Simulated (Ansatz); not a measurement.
# NiO2: properties at the relaxed cell

The task here is to estimate one member of a computed series from the others.

Program: Ansatz 0.2.0. Level of theory: DFT PBEsol, scalar-relativistic, plane waves, PAW. These are calculated values, not measurements.

1 further run of the same task is left out (set aside as unsound or not needed).

## The starting structure

Symmetry: P-3m1, No. 164, trigonal system. Conventional cell: a = 2.785 Å, b = 2.785 Å, c = 4.879 Å, α = 90.00°, β = 90.00°, γ = 120.00°. Around Ni (site symmetry -3m) lie 6 O at 1.86 Å. O (site symmetry 3m) is surrounded by 3 Ni at 1.86 Å.

As a file:

```xyz
3
Lattice="2.7845 0.0000 0.0000 -1.3923 2.4115 0.0000 0.0000 0.0000 4.8789" Properties=species:S:1:pos:R:3 pbc="T T T"
Ni    0.0000    0.0000    2.4395
O     1.3923    0.8038    3.3723
O     0.0000    1.6076    1.5066
```

It goes back to an entry of the Materials Project, which need not be the stable form.

This cell was relaxed beforehand with the same method: volume 10.92 Å³/atom, gap on the mesh 1.04 eV.

Set-up of the first run:

File input.yaml:

```yaml
crystal:
  lattice:
    - [2.784525755, 0.0, 0.0]
    - [-1.3922628775, 2.4114700413, 0.0]
    - [0.0, 0.0, 4.8789139732]
  atoms:
    - { symbol: Ni, position: [0.0, 0.0, 0.5] }
    - { symbol: O, position: [0.6666666667, 0.3333333333, 0.6912080179] }
    - { symbol: O, position: [0.3333333333, 0.6666666667, 0.3087919821] }
basis:
  ecutwfc: 420
kpoints:
  mp_grid: { grid: [12, 12, 6] }
  band_path:
    path:
      - [[0.0, 0.0, 0.0], [0.5, 0.0, 0.0], [0.33333333, 0.33333333, 0.0], [0.0, 0.0, 0.0], [0.0, 0.0, 0.5], [0.5, 0.0, 0.5], [0.33333333, 0.33333333, 0.5], [0.0, 0.0, 0.5]]
      - [[0.5, 0.0, 0.5], [0.5, 0.0, 0.0]]
      - [[0.33333333, 0.33333333, 0.5], [0.33333333, 0.33333333, 0.0]]
    npoints: 14
hamiltonian:
  xc: pbesol
scf:
  occupations: { method: gaussian, width: 0.02 }
  n_extra_bands: 7
output:
  forces: true
  stress: true
  eigenvalues: true
  populations: true
  dos: { projected: true, de: 0.02, nscf_kmesh: { grid: [18, 18, 9] } }
  bader: true
```

Run with:

```
$ ansatz run input.yaml --threads 1 --pin off --max-ram 2560MiB --backend cpu --events-out ev --progress --plain --runs-dir out
```

Among the steps run: Bands, states and charges; Band edges anywhere in the zone; Eigenvalues a small step from each edge; Point at V/V0 = 0.97; Volume × 1.03; Volume × 0.94; The cell scaled to 1.06 of its volume.

One table of the session follows, with a row left open; its other results are not shown here.

```
volume (Å³/atom)  energy above the lowest point (meV/atom)  pressure (GPa)  gap on the mesh (eV)
          10.265                                       1.0            0.58                  0.95
          10.593                                         ?               ?                     ?
          10.920                                       0.0            0.01                  1.04
          11.248                                       0.0           -0.05                  1.08
          11.576                                       0.1           -0.08                  1.12
```

Q: Estimate the row for volume (Å³/atom) = 10.593 from the others.

Worked estimate for «energy above the lowest point (meV/atom)». A straight line through the neighbours (10.265, 1.0) and (10.920, 0.0) gives 1.0 + (0.0 − 1.0) × (10.593 − 10.265) / (10.920 − 10.265) = 0.5; a parabola fitted to 3 rows on both sides gives 0.3.

The run gave: energy above the lowest point (meV/atom): 0.2; pressure (GPa): 0.25; gap on the mesh (eV): 1.00. In «energy above the lowest point (meV/atom)» the line misses by +0.3 and the parabola by +0.1.

Limits of these values: Layers here are held mostly by dispersion, which this level lacks, so their spacing and the stiffness across them are unreliable there.
